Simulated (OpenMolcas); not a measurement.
# One shape, several levels: C2H7NSi (SMILES C=N[SiH2]C)

We compute a comparison of 6 runs (HF/3-21G, PBE/6-31G*, revPBE/6-31G*, B3LYP/6-31G*, MP2/6-31G*, CCSD(T)/6-31G*) of C2H7NSi. 

Program for the calculation: OpenMolcas 26.06.

1 further run of the same task is left out (set aside as unsound or not needed).

## (1) The molecule

The species is C2H7NSi (11 atoms), meant as a singlet with charge 0. As SMILES, `C=N[SiH2]C`. The coordinates come from a PBE0-D4/def2-TZVP relaxation. This is one conformer, not always the lowest.

Bond lengths: C1–N2 1.257 Å, N2–Si3 1.747 Å, Si3–C4 1.862 Å, C1–H5 1.097 Å, C1–H6 1.103 Å, Si3–H7 1.497 Å, Si3–H8 1.486 Å, C4–H9 1.092 Å, C4–H10 1.093 Å, C4–H11 1.092 Å. Some angles: C1–N2–Si3 124.0°, N2–Si3–C4 108.8°, N2–C1–H5 120.4°, N2–C1–H6 124.2°, N2–Si3–H7 110.9°, N2–Si3–H8 106.9°, C4–Si3–H7 110.6°, C4–Si3–H8 110.8°, Si3–C4–H9 110.4°, Si3–C4–H10 110.6°.

## (2) Energy and forces at HF/3-21G (run 1)

The input, test.inp:

```
* C2H7NSi Hartree-Fock

&GATEWAY
 BasLib
 $CurrDir
 Coord
 11
 angstrom
 C       -0.763200       2.027200       0.389900
 N       -0.749500       1.001600      -0.336400
 Si      -0.379200      -0.602800       0.247400
 C        1.068600      -1.271000      -0.713200
 H       -0.997700       3.009000      -0.039500
 H       -0.550300       2.023600       1.471900
 H       -0.075100      -0.581600       1.713400
 H       -1.590400      -1.434700       0.023400
 H        0.849500      -1.270200      -1.783000
 H        1.292800      -2.296000      -0.407900
 H        1.959900      -0.662200      -0.545500
 Basis
 3-21G
 Group
 NoSym

&SEWARD

&SCF
 Thresholds
 1e-10 1e-07 1e-07 1e-05
 PrOrbitals
 1 1

&ALASKA
```

The basis set 3-21G is read from a file made from the Basis Set Exchange's data (not shown).

The run is started by

```
$ export MOLCAS_MEM=1860
$ pymolcas test.inp > test.log
```

Log:

```text
--- Start Module: gateway ---
[...]
--- Stop Module: gateway /rc=_RC_ALL_IS_WELL_ ---
[...]
      Basis functions           54
[...]
--- Start Module: scf ---
[...]
       Convergence after  14 Iterations
[...]
::    Total SCF energy                               -420.9043439157
[...]
      Total spin, S                                     0.0000000000
[...]
      Total electronic charge=   40.000000
      Total            charge=   -0.000000
[...]
      Dipole Moment (debye):
      Origin of the operator (angstrom)=   -0.2265    0.0686   -0.0169
                   X=  7.9227E-01               Y=  3.1976E-01               Z=  1.3264E+00           Total=  1.5778E+00
      Quadrupole Moment (debye*angstrom):
[...]
--- Stop Module: scf /rc=_RC_ALL_IS_WELL_ ---
--- Start Module: alaska ---
[...]
 *              Molecular gradients               *
 **************************************************
  Irreducible representation: a
 ------------------------------------------------------------------------------------------
                              X                       Y                       Z
 ------------------------------------------------------------------------------------------
  C1                2.96134666082037E-03   -1.50299906091185E-02    2.73363431997087E-03
  N2                2.81249028735608E-03   -2.21872714295337E-02   -6.31486578581253E-03
  SI3               1.00593935499143E-02    2.02640047141340E-02   -6.71826064092063E-03
  C4               -1.52738448891663E-02    9.15029726508632E-03    8.42987059401423E-03
  H5               -2.86919544985598E-03    1.00434702521972E-02   -6.93508913980412E-03
  H6                2.37804228499550E-03   -1.56063574241250E-03    1.10653787277806E-02
  H7               -6.95716980880778E-06   -9.57506785517204E-04   -4.10738017172729E-04
  H8               -9.60925614406527E-04    1.00141639074325E-03   -1.02118116385846E-03
[...]
--- Stop Module: alaska /rc=_RC_ALL_IS_WELL_ ---
[...]
```

Run time: 2.7 s. Hardware: 1 thread of Intel Xeon Platinum 8375C at 2.90GHz (Ice Lake), shared host; peak memory 0.39 GiB.

## (3) Energy and forces at PBE/6-31G(d) (spherical functions) (run 2)

The input, struct.xyz:

```xyz
11

C     -0.763200     2.027200     0.389900
N     -0.749500     1.001600    -0.336400
Si    -0.379200    -0.602800     0.247400
C      1.068600    -1.271000    -0.713200
H     -0.997700     3.009000    -0.039500
H     -0.550300     2.023600     1.471900
H     -0.075100    -0.581600     1.713400
H     -1.590400    -1.434700     0.023400
H      0.849500    -1.270200    -1.783000
H      1.292800    -2.296000    -0.407900
H      1.959900    -0.662200    -0.545500
```

The input, test.inp:

```
>>> EXPORT MOLCAS_PRINT=2

&gateway
 baslib
 $CurrDir
 coord
 struct.xyz
 basis
 6-31Gs
 group
 NoSym

&seward
 gridinput
 Grid=UltraFine
 End of Grid

&scf
 ksdft
 PBE
 thresholds
 1e-10 1e-07 1e-07 1e-05
 prorbitals
 0

&alaska
```

The basis set 6-31G* is read from a file made from the Basis Set Exchange's data (not shown).

The run is started by

```
$ export MOLCAS_MEM=1860
$ pymolcas test.inp > test.log
```

Log:

```text
--- Start Module: gateway ---
[...]
--- Stop Module: gateway /rc=_RC_ALL_IS_WELL_ ---
[...]
      Basis functions           74
[...]
--- Start Module: scf ---
[...]
       Convergence after  16 Iterations
[...]
::    Total KS-DFT energy                            -424.3000757954
[...]
      Total spin, S                                     0.0000000000
[...]
      Total electronic charge=   40.000000
      Total            charge=   -0.000000
[...]
      Dipole Moment (debye):
      Origin of the operator (angstrom)=   -0.2265    0.0686   -0.0169
                   X=  8.3287E-01               Y=  1.9210E-01               Z=  6.8611E-01           Total=  1.0960E+00
      Quadrupole Moment (debye*angstrom):
[...]
--- Stop Module: scf /rc=_RC_ALL_IS_WELL_ ---
[...]
--- Start Module: alaska ---
[...]
 *              Molecular gradients               *
 **************************************************
  Irreducible representation: a
 ------------------------------------------------------------------------------------------
                              X                       Y                       Z
 ------------------------------------------------------------------------------------------
  C1               -7.17463644978045E-05   -1.40296572996377E-02   -1.13144613843454E-02
  N2                2.82867076870685E-03    1.30951495085287E-02    2.06848116233918E-02
  SI3               9.07810121993258E-04    2.57185925736536E-03   -3.23263925666772E-03
  C4               -1.47229346759481E-04    6.10188530115074E-04    1.82175386366890E-04
  H5                1.47911319772365E-03   -7.22896337078183E-03    2.34713474227566E-03
  H6               -1.23802276580964E-03   -1.95532252191305E-03   -8.08507835170591E-03
  H7               -1.08614247318106E-03    7.75293877033734E-04   -5.78664098178727E-03
  H8                4.13892794772197E-03    2.94308267781718E-03    8.05136717869859E-04
[...]
--- Stop Module: alaska /rc=_RC_ALL_IS_WELL_ ---
[...]
```

It took 36 s on 1 thread of Intel Xeon Platinum 8375C at 2.90GHz (Ice Lake), shared host; peak memory 0.43 GiB.

Run 3 isn't shown in full; the table further down has it.

## (4) Energy and gradient at B3LYP/6-31G(d) (Cartesian functions) (run 4)

The input, test.input:

```
&GATEWAY
  BASLIB=$CurrDir
  COORD
  11
  angstrom
  C       -0.763200       2.027200       0.389900
  N       -0.749500       1.001600      -0.336400
  Si      -0.379200      -0.602800       0.247400
  C        1.068600      -1.271000      -0.713200
  H       -0.997700       3.009000      -0.039500
  H       -0.550300       2.023600       1.471900
  H       -0.075100      -0.581600       1.713400
  H       -1.590400      -1.434700       0.023400
  H        0.849500      -1.270200      -1.783000
  H        1.292800      -2.296000      -0.407900
  H        1.959900      -0.662200      -0.545500
  BASIS=6-31Gs
  GROUP=NoSym

&SEWARD
  GRIDINPUT
  Grid=UltraFine
  End of Grid

&SCF
  KSDFT=B3LYP
  THRESHOLDS=1e-10 1e-07 1e-07 1e-05
  PRORBITALS=1 1

&ALASKA
```

The basis set 6-31G* is read from a file made from the Basis Set Exchange's data (not shown).

The run is started by

```
$ export MOLCAS_MEM=1860
$ pymolcas test.input > test.log
```

Log:

```text
--- Start Module: gateway ---
[...]
--- Stop Module: gateway /rc=_RC_ALL_IS_WELL_ ---
[...]
      Basis functions           78
[...]
--- Start Module: scf ---
[...]
       Convergence after  14 Iterations
[...]
::    Total KS-DFT energy                            -424.6675834186
[...]
      Total spin, S                                     0.0000000000
[...]
      Total electronic charge=   40.000000
      Total            charge=   -0.000000
[...]
      Dipole Moment (debye):
      Origin of the operator (angstrom)=   -0.2265    0.0686   -0.0169
                   X=  7.8992E-01               Y=  2.6404E-01               Z=  8.1172E-01           Total=  1.1630E+00
      Quadrupole Moment (debye*angstrom):
[...]
--- Stop Module: scf /rc=_RC_ALL_IS_WELL_ ---
[...]
--- Start Module: alaska ---
[...]
 *              Molecular gradients               *
 **************************************************
  Irreducible representation: a
 ------------------------------------------------------------------------------------------
                              X                       Y                       Z
 ------------------------------------------------------------------------------------------
  C1                1.54530362945215E-04   -9.28758544794483E-03   -6.71038596684248E-03
  N2                1.70584773357119E-03    5.74282291994344E-03    1.04576715765514E-02
  SI3               3.28870852745400E-03    2.72180550686763E-03   -3.93979061109562E-03
  C4               -1.91048066053234E-03    1.54001697446038E-03    1.16698637867607E-03
  H5                1.66581739878158E-04   -1.75823981178169E-03   -3.09343016540176E-04
  H6               -6.84442760182646E-05   -1.68887292411640E-03   -1.75833194622443E-03
  H7               -5.47978176804742E-05    4.89056525917853E-04   -9.22131107162549E-04
  H8                2.67081232110833E-04    5.49481961563014E-04   -1.36982377386796E-04
[...]
--- Stop Module: alaska /rc=_RC_ALL_IS_WELL_ ---
[...]
```

Wall time 35 s (1 thread of Intel Xeon Platinum 8375C at 2.90GHz (Ice Lake), shared host); peak memory 0.44 GiB.

Run 5 isn't shown in full; the table further down has it.

## (5) The energy at CCSD(T)/6-31G(d) (spherical functions) (run 6)

The input, coord.xyz:

```xyz
11

C     -0.763200     2.027200     0.389900
N     -0.749500     1.001600    -0.336400
Si    -0.379200    -0.602800     0.247400
C      1.068600    -1.271000    -0.713200
H     -0.997700     3.009000    -0.039500
H     -0.550300     2.023600     1.471900
H     -0.075100    -0.581600     1.713400
H     -1.590400    -1.434700     0.023400
H      0.849500    -1.270200    -1.783000
H      1.292800    -2.296000    -0.407900
H      1.959900    -0.662200    -0.545500
```

The input, run.input:

```
* C2H7NSi CCSD(T)
&gateway
baslib=$CurrDir
coord=coord.xyz
basis=6-31Gs
group=NoSym
&seward
&scf
thresholds=1e-10 1e-07 1e-07 1e-05
prorbitals=1 2
&rasscf
fileorb=$Project.ScfOrb
spin=1
nactel=0 0 0
inactive=20
ras2=0
outorbitals=Canonical
orblisting=Nothing
&motra
jobiph
frozen=8
&ccsdt
cct
triples=2
iterations=80
accuracy=1e-08
extrapolation=5 4
```

The basis set 6-31G* is read from a file made from the Basis Set Exchange's data (not shown).

The run is started by

```
$ export MOLCAS_MEM=1860
$ pymolcas run.input > run.log
```

Log:

```text
--- Start Module: gateway ---
[...]
--- Stop Module: gateway /rc=_RC_ALL_IS_WELL_ ---
[...]
      Basis functions           74
[...]
       Convergence after  15 Iterations
[...]
::    Total SCF energy                               -423.1715125179
[...]
      Total spin, S                                     0.0000000000
[...]
      Number of active orbitals                  0
[...]
      Spin quantum number                      0.0
[...]
      Active orbitals                            0
[...]
      Number of CSFs                             1
[...]
      Number of root(s) required                 1
[...]
      Convergence after  4 iterations
[...]
      Natural orbitals and occupation numbers for root  1
      ************************************************************************************************************************
      *                                                    Final results                                                     *
      ************************************************************************************************************************
[...]
::    RASSCF root number  1 Total energy:   -423.17151252
[...]
      Total electronic charge=   40.000000
      Total            charge=   -0.000000
[...]
      Dipole Moment (debye):
      Origin of the operator (angstrom)=   -0.2265    0.0686   -0.0169
                   X=  7.2241E-01               Y=  5.5272E-01               Z=  1.1649E+00           Total=  1.4779E+00
      Quadrupole Moment (debye*angstrom):
[...]
--- Start Module: motra ---
[...]
      *** WARNING: Default frozen orbitals is overwritten by user input.
      *** Default values:   5
[...]
--- Stop Module: motra /rc=_RC_ALL_IS_WELL_ ---
--- Start Module: ccsdt ---
[...]
      Convergence after                    16  Iterations
      Total energy (diff) :    -423.70807946      -0.00000000
[...]
 METHOD                       : CCSD+T(CCSD)+<T3(1)WT1> = CCSD(T)
[...]
       CCSD     =      -423.7080794649755
[...]
--- Stop Module: ccsdt /rc=_RC_ALL_IS_WELL_ ---
[...]
```

It took 26 s on 1 thread of Intel Xeon Platinum 8375C at 2.90GHz (Ice Lake), shared host; peak memory 0.43 GiB.

## (6) All runs side by side

```csv
run,level,integration grid,Cartesian functions,energy (Eh),dipole moment (D) of the reference,HOMO energy (eV),LUMO energy (eV),wall time
1,HF/3-21G,–,no,-420.904344,1.58,-10.20,4.00,2.7 s
2,PBE/6-31G* (spherical functions),UltraFine,no,-424.300076,1.10,-5.38,-1.54,36 s
3,revPBE/6-31G* (spherical functions),UltraFine,no,-424.533642,1.09,-5.36,-1.46,36 s
4,B3LYP/6-31G* (Cartesian functions),UltraFine,yes,-424.667583,1.16,-6.60,-0.61,35 s
5,MP2/6-31G* (spherical functions),–,no,-423.661014,1.48,-10.48,3.84,4.8 s
6,CCSD(T)/6-31G* (spherical functions),–,no,-423.724644,1.48,-10.48,3.84,26 s
```

## (7) Outcome

| quantity | value |
| --- | --- |
| run 6: total energy | -423.72464 Eh |
| run 6: dipole moment (mean-field density) | 1.48 D |
| run 6: HOMO energy (Hartree–Fock orbitals) | -10.48 eV |
| run 6: LUMO energy (Hartree–Fock orbitals) | 3.84 eV |
| run 6: HOMO–LUMO gap (Hartree–Fock orbitals) | 14.32 eV |
| run 6: correlation energy (8 core orbitals frozen) | -553.1 mEh |
| run 6: (T) correction | -16.56 mEh |

In words: Over runs 1, 2, 3, 4 the dipole moment (its size) runs from 1.09 D (revPBE/6-31G*) to 1.58 D (HF/3-21G). The two ends differ in method and basis. Over runs 1, 2, 3, 4 the HOMO–LUMO gap runs from 3.85 eV (PBE/6-31G*) to 14.20 eV (HF/3-21G). Totals of different functionals can't be ranked against each other. All runs together took 2.3 min, the longest 36 s.
